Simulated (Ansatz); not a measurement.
From input file to script: NaLa₃, space group Pm-3m in Ansatz 0.2.0.

```yaml
crystal:
  lattice:
    - [5.256287, 0.0, 0.0]
    - [0.0, 5.256287, 0.0]
    - [0.0, 0.0, 5.256287]
  atoms:
    - { symbol: Na, position: [0.0, 0.0, 0.0] }
    - { symbol: La, position: [0.5, 0.0, 0.5] }
    - { symbol: La, position: [0.0, 0.5, 0.5] }
    - { symbol: La, position: [0.5, 0.5, 0.0] }
basis:
  ecutwfc: 450.0
kpoints:
  mp_grid: { grid: [5, 5, 5] }
hamiltonian:
  xc: pbe
scf:
  occupations: { method: fermi_dirac }
output:
  write_density: true
```

On the command line:
```console
$ ansatz run input.yaml --threads 1 --pin off --max-ram 3072MiB --backend cpu --events-out ev --progress --plain --runs-dir out
Engine: ansatz 0.2.0, aarch64-unknown-linux-gnu
Pseudopotentials: kind: paw
Pseudopotential: Na, paw, valence charge 9, recommended cutoff 420 eV (normal), Na.paw.azcp
Pseudopotential: La, paw, valence charge 11, recommended cutoff 420 eV (normal), La.paw.azcp
Functional definition: PBE
  parameter kappa = 0.804
  parameter beta = 0.06672455060314922
  exchange = pbe_x(kappa = kappa, mu = beta*pi^2/3)
  correlation = pbe_c(beta = beta)
Crystal: 4 atoms, lattice volume = 145.224 Å³
Basis set: ecut = 450 eV, 3119 PW (Γ)
Bands: 25, of which v1, the nominal top of the filled ones, is band 21 counted from 1 (20 counted from 0)
Symmetry: 48 space group operations
Space group: Pm-3m (ITA 221), of the structure as read, at distance tolerance 5.3e-5 Å
k-points: 10 of 125
Non-local potential: Na, projectors of the file, l = 0: 3, l = 1: 2, l = 2: 1
Non-local potential: La, projectors of the file, l = 0: 3, l = 1: 2, l = 2: 2, l = 3: 3
PAW form: soft (Blöchl's): semilocal exchange-correlation on the pseudo side does not see the compensation charge
PAW one-centre angular grid: Na, 110 points (default); XC on 64 Gauss nodes
PAW one-centre angular grid: La, 590 points (default); XC on 64 Gauss nodes
Initial density: superposition of atomic densities (neutral atoms: chi_scale 0, normalization atom), corrected by the library's trained network
Initial wavefunctions: pseudopotential atomic-orbital guess
Functional: x = pbe(κ = 0.804, μ = 0.2195149727645171), c = pbe(β = 0.06672455060314922)
SCF iter   1: F=—  HF=-20235.930960 eV  |F-HF|=—  |Δ(HF+E_count)|=         —  Δρ=4.63e-3  dr2=9.88e-2  ethr=1.77e-3  ⟨swp⟩=6.4  Hψ=2542  notcnv=0
automatic band count: the SCF goes on with 29 bands, as 25 were too few: the levels above may hold too much charge
preconditioner: auto → Kerker (q_TF=auto, 2.219 Å⁻¹)  [metal: Δε(μ)=0.107 eV  Ē_g=1.809 eV  σ=0.100 eV  W_gap=0.26  n_scr=26 (ndim 8)  ℏωp=9.7 eV  f_vac=0.000  D(μ)=7.14/eV (n_scr^D=80)]
SCF iter   2: F=—  HF=-20235.922271 eV  |F-HF|=—  |Δ(HF+E_count)|=   8.69e-3  Δρ=2.90e-3  dr2=3.89e-2  ethr=2.35e-4  ⟨swp⟩=1.8  Hψ=384  notcnv=0
SCF iter   3: F=—  HF=-20235.916326 eV  |F-HF|=—  |Δ(HF+E_count)|=   5.95e-3  Δρ=5.44e-4  dr2=7.45e-4  ethr=9.25e-5  ⟨swp⟩=2.1  Hψ=351  notcnv=0
SCF iter   4: F=—  HF=-20235.916275 eV  |F-HF|=—  |Δ(HF+E_count)|=   5.11e-5  Δρ=1.94e-4  dr2=5.07e-5  ethr=1.77e-6  ⟨swp⟩=2.0  Hψ=494  notcnv=0
SCF iter   5: F=—  HF=-20235.916281 eV  |F-HF|=—  |Δ(HF+E_count)|=   5.66e-6  Δρ=6.05e-5  dr2=4.83e-6  ethr=1.21e-7  ⟨swp⟩=2.1  Hψ=434  notcnv=0
SCF iter   6: F=—  HF=-20235.916279 eV  |F-HF|=—  |Δ(HF+E_count)|=   1.47e-6  Δρ=1.49e-5  dr2=3.42e-7  ethr=1.15e-8  ⟨swp⟩=2.3  Hψ=511  notcnv=0
SCF iter   7: F=-20235.916279 eV  HF=-20235.916279 eV  |F-HF|=1.02e-8  |Δ(HF+E_count)|=   6.10e-8  Δρ=4.53e-6  dr2=4.63e-8  ethr=2.38e-10  ⟨swp⟩=3.0  Hψ=719  notcnv=0
SCF 1 converged in 7 iterations: F = -20235.916279 eV  dr2 = 4.63e-8
  greatest PAW one-centre occupation: 0.999 electrons in one spin orbital (limit 2), on the Na atom at site 0 (counted from 0), in its partial waves of l = 0
SCF converged after 7 iterations
Free energy (F): -20235.916279 eV
Harris-Foulkes:  -20235.916279 eV  (|F-HF|=1.02e-8)
Internal energy: -20235.682258 eV  (E = F + TS)
E sigma→0 (E₀):  -20235.799269 eV
Entropy (-TS):   -0.234021 eV (-58.505 meV/atom)
Fermi energy:    8.866371 eV
--- Per-component energies (eV) ---
  E_band       = -376.717601
  E_kinetic    = 698.011786
  E_local      = -2420.980585  (includes V_loc(G=0)·N_el)
  E_nonlocal   = 398.536197
  E_hartree    = 832.871227
  E_xc         = -455.376385
  E_vxc        = -490.645730  (∫ρ·V_xc dr)
  E_paw        = -16509.939317  (= ΣΔE_a)
  E_vpaw       = -227.381449  (= ΣTr[D̂ρ^β])
  E_aug_tail   = 0.000011  (compensation charges beyond the density's cutoff)
  E_ewald      = -2778.805193
  E_smearing   = -0.234021  (= −TS)
  E_closure    = -0.000000  (closes the sum)
  Σ components = -20235.916279   (vs F -20235.916279, Δ=0.00e0)
```

Script `run_scf.py`:
```python
"""SCF run for NaLa3."""

import itertools
import warnings

import ansatz as az
import numpy as np

warnings.simplefilter("ignore", az.DeckWarning)

lattice = az.Lattice.of(
    [5.256287, 0.0, 0.0],
    [0.0, 5.256287, 0.0],
    [0.0, 0.0, 5.256287],
)
sites = [
    ("Na", [0.0, 0.0, 0.0]),
    ("La", [0.5, 0.0, 0.5]),
    ("La", [0.0, 0.5, 0.5]),
    ("La", [0.5, 0.5, 0.0]),
]
system = az.Crystal(lattice=lattice)
for symbol, position in sites:
    system = system.atom(symbol, position)

# functional, basis and sampling
calc = (
    system.calculation()
    .functional(az.Functional.PBE)
    .basis(450)
    .occupations("fermi_dirac")
    .kpoints(5, 5, 5)
    .compute(density=True)
)
planned = calc.session().plan(threads=1)
facts = planned.describe()
print("plan:", facts["n_bands"], "bands,", len(facts["kpoints_frac"]), "k-points, plane waves", facts["n_pw_range"], "grid", facts["fft_dense"])
done = planned.execute()
data = done.report

n_atoms = len(data["lattice"]["sites"])
print("F =", round(data["free_energy_ev"], 4), "eV for", n_atoms, "atoms")
print("E(sigma -> 0) =", round(data["energy_sigma0_ev"], 4), "eV, TS =", round(data["entropy_ts_ev"], 5), "eV")
print("closed by", data["closed_by"], "after", data["n_iterations"], "iterations")

# accept the result only where the loop met its thresholds and nothing is doubted
problems = list(data["published_state_doubts"])
if not data["converged"] or data.get("closed_by") != "deck_thresholds":
    problems.append("loop closed by " + str(data.get("closed_by")))
print("accepted" if not problems else f"check before use: {problems}")

# valence electrons inside a sphere about each atom
rho = done.density()
total = sum(channel.density_e_per_ang3 for channel in rho.channels[:2])
grid_cell = np.asarray(rho.fft_grid_basis) @ done.lattice.cell_ang
mesh = np.stack(np.meshgrid(*[np.arange(n) / n for n in rho.dims], indexing="ij"), axis=-1)
for site in done.lattice.sites:
    offset = mesh - site.position_ang @ np.linalg.inv(grid_cell)
    offset -= offset.round()
    distance = np.min([np.linalg.norm((offset + shift) @ grid_cell, axis=-1) for shift in itertools.product((-1, 0, 1), repeat=3)], axis=0)
    inside = [total[distance < radius].sum() * rho.cell_volume_ang3 / total.size for radius in (0.8, 1.0, 1.2)]
    print(site.symbol, "electrons within 0.8, 1.0, 1.2 A:", np.round(inside, 2))

print("energy terms (eV)")
for term, value in data["components"].items():
    if abs(value) > 1e-9:
        print(f"  {term:26s} {value:16.5f}")

print("doubts on the final state:", data["published_state_doubts"] or "none")
print("warnings:", sorted({n["data"]["kind"] for n in done.notices if n["data"].get("severity") in ("warning", "doubt")}) or "none")
```

Running `python run_scf.py` prints:
```text
plan: 25 bands, 10 k-points, plane waves [3119, 3174] grid [40, 40, 40]
F = -20235.9163 eV for 4 atoms
E(sigma -> 0) = -20235.7993 eV, TS = 0.23402 eV
closed by deck_thresholds after 7 iterations
accepted
Na electrons within 0.8, 1.0, 1.2 A: [7.51 7.91 8.14]
La electrons within 0.8, 1.0, 1.2 A: [3.34 5.47 7.16]
La electrons within 0.8, 1.0, 1.2 A: [3.34 5.47 7.16]
La electrons within 0.8, 1.0, 1.2 A: [3.34 5.47 7.16]
energy terms (eV)
  e_band                           -376.71760
  e_kinetic                         698.01179
  e_local                         -2420.98059
  e_nonlocal                        398.53620
  e_hartree                         832.87123
  e_xc                             -455.37638
  e_vxc                            -490.64573
  e_paw                          -16509.93932
  e_vpaw                           -227.38145
  e_augmentation_tail                 0.00001
  e_ewald                         -2778.80519
  e_smearing                         -0.23402
doubts on the final state: none
warnings: none
```

Reading the output:
- Absolute energies stand on the zero of these potentials, so only differences at equal settings mean something. A total without «per atom» is that of the cell as typed.
- The energy terms are those on the plane-wave grid, with the one-centre PAW part apart; e_band, e_vxc and e_vpaw aren't summands of the total.
- For a metal this k-point mesh is coarse: on a finer one energies can move by several to tens of meV an atom and pressures by half a GPa or more, differences at one mesh by less.
- The fields are valence quantities on the plane-wave grid; their values near the nuclei depend on the potentials.
- The structure comes from a database of computed cells and needn't be a stable or known phase.
- Gaps and levels are Kohn-Sham values on a finite set of k-points, without spin-orbit coupling.
- Wall time of the script: 3.5 s on 1 thread of Arm Neoverse V2, on a shared host, peak memory 0.45 GiB.

(Lines on the test bed's own set-up are left out of the output.)
